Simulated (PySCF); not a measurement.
# Lu(OH)3: other functionals and bases at one geometry

Aim: see how levels, charges and forces of Lu(OH)3 depend on the level of theory. The structure is generated, not taken from experiment.

Method: several levels, as the steps say, no spin–orbit coupling; program: PySCF 2.14.0.

1 further run of the same task is left out (for a known fault of the program).

### 1 The starting structure

7 atoms, charge 0, spin multiplicity 1.

Bond lengths: Lu1–O2 1.997 Å, Lu1–O4 1.997 Å, Lu1–O6 1.997 Å, O2–H3 0.954 Å, O4–H5 0.954 Å, O6–H7 0.954 Å. Angles: O2–Lu1–O4 120.0°, O2–Lu1–O6 120.0°, O4–Lu1–O6 120.0°, Lu1–O2–H3 179.8°, Lu1–O4–H5 179.8°, Lu1–O6–H7 179.8°.

As a file:

```xyz
7
charge 0, multiplicity 1
Lu    0.00000    0.00000    0.13754
O     1.99721    0.00001    0.14350
H     2.95125    0.00001    0.14972
O    -0.99861    1.72963    0.14350
H    -1.47564    2.55586    0.14972
O    -0.99860   -1.72964    0.14350
H    -1.47562   -2.55587    0.14972
```

Formal oxidation states: Lu +3. Each metal's 14 4f electrons lie in its core potential, so multiplicities, spins and levels count the valence alone. An earlier session relaxed this geometry at PBE0, Lu lcecp-1-SVP with ECP60, O def2-SVP, H def2-SVP (singlet, point group D3h).

At PBE0 on the finer grid: E = -267.234486 Eh, HOMO -7.68 eV, LUMO -1.32 eV, Mulliken charge on Lu1 +1.01 e, largest force component 0.002 eV/Å. 

Levels to run: revPBE; B3LYP; PBE0, TZVP. Hardware: 2 threads of Arm Neoverse V2, shared host.

### 2 revPBE

File run.py (the lines that set the calculation):

```python
mol = gto.M(atom='''
Lu     0.00000     0.00000     0.13754
O      1.99721     0.00001     0.14350
H      2.95125     0.00001     0.14972
O     -0.99861     1.72963     0.14350
H     -1.47564     2.55586     0.14972
O     -0.99860    -1.72964     0.14350
H     -1.47562    -2.55587     0.14972''',
    basis={'Lu': 'lcecp-1-SVP', 'O': 'def2-SVP', 'H': 'def2-SVP'},
    ecp={'Lu': 'lcecp-1-SVP'},
    charge=0, spin=0)
mf = dft.RKS(mol, xc='PBE_R,PBE')
mf.grids.atom_grid = (75, 302)  # f atoms: unpruned, at least (60, 302)
mf = mf.density_fit()  # fitting sets: Lu AutoAux, O def2-universal-JKFIT, H def2-universal-JKFIT
mf.conv_tol = 1e-08; mf.max_cycle = 55
mf.kernel(dm0)  # dm0: the density of the relaxed state
```

Launch:

```sh
OMP_NUM_THREADS=2 python run.py
```

### 3 B3LYP

run.py (the lines that set the calculation), as its differences from that of step 2:

```diff
@@ -11,3 +11,3 @@
     charge=0, spin=0)
-mf = dft.RKS(mol, xc='PBE_R,PBE')
+mf = dft.RKS(mol, xc='B3LYP')
 mf.grids.atom_grid = (75, 302)  # f atoms: unpruned, at least (60, 302)
```

### 4 PBE0, TZVP

Basis: Lu lcecp-1-TZVP with ECP60, O def2-TZVP, H def2-TZVP. 

File run.py (the lines that set the calculation):

```python
mol = gto.M(atom='''
Lu     0.00000     0.00000     0.13754
O      1.99721     0.00001     0.14350
H      2.95125     0.00001     0.14972
O     -0.99861     1.72963     0.14350
H     -1.47564     2.55586     0.14972
O     -0.99860    -1.72964     0.14350
H     -1.47562    -2.55587     0.14972''',
    basis={'Lu': 'lcecp-1-TZVP', 'O': 'def2-TZVP', 'H': 'def2-TZVP'},
    ecp={'Lu': 'lcecp-1-TZVP'},
    charge=0, spin=0)
mf = dft.RKS(mol, xc='PBE0')
mf.grids.atom_grid = (75, 302)  # f atoms: unpruned, at least (60, 302)
mf = mf.density_fit()  # fitting sets: Lu AutoAux, O def2-universal-JKFIT, H def2-universal-JKFIT
mf.conv_tol = 1e-08; mf.max_cycle = 55
mf.kernel(dm0)  # dm0: free metal ions and neutral atoms
```

Q: Predict the outcome of this session. Wanted: for each run, HOMO; gap; charge on Lu1; dipole; largest force.

As calculated:

| level | state | HOMO (eV) | gap (eV) | charge on Lu1 (e) | dipole (D) | largest force (eV/Å) | basis functions | time |
| --- | --- | --- | --- | --- | --- | --- | --- | --- |
| PBE0 (relaxed here) | singlet | -7.68 | 6.36 | 1.01 | 0.02 | 0.00 | 90 | 11 s |
| revPBE | singlet | -5.93 | 3.99 | 0.82 | 0.01 | 0.58 | 90 | 4.4 s |
| B3LYP | singlet | -7.38 | 5.69 | 0.94 | 0.01 | 0.18 | 90 | 4.4 s |
| PBE0, TZVP | singlet | -7.91 | 6.52 | 1.62 | 0.02 | 0.25 | 158 | 12 s |

Times are on 2 threads of Arm Neoverse V2, shared host; the first row also made further properties.

In one basis the HOMO–LUMO gap runs from 3.99 eV (revPBE) to 6.36 eV (PBE0). The largest leftover force, 0.58 eV/Å with revPBE, stands at a geometry relaxed at another level. The Mulliken charge on Lu spans +0.82 to +1.62 e over the levels. With 4f in the core, its levels are missing from HOMO and gap. Total energies of different levels can't be compared. Spin–orbit coupling is left out throughout.
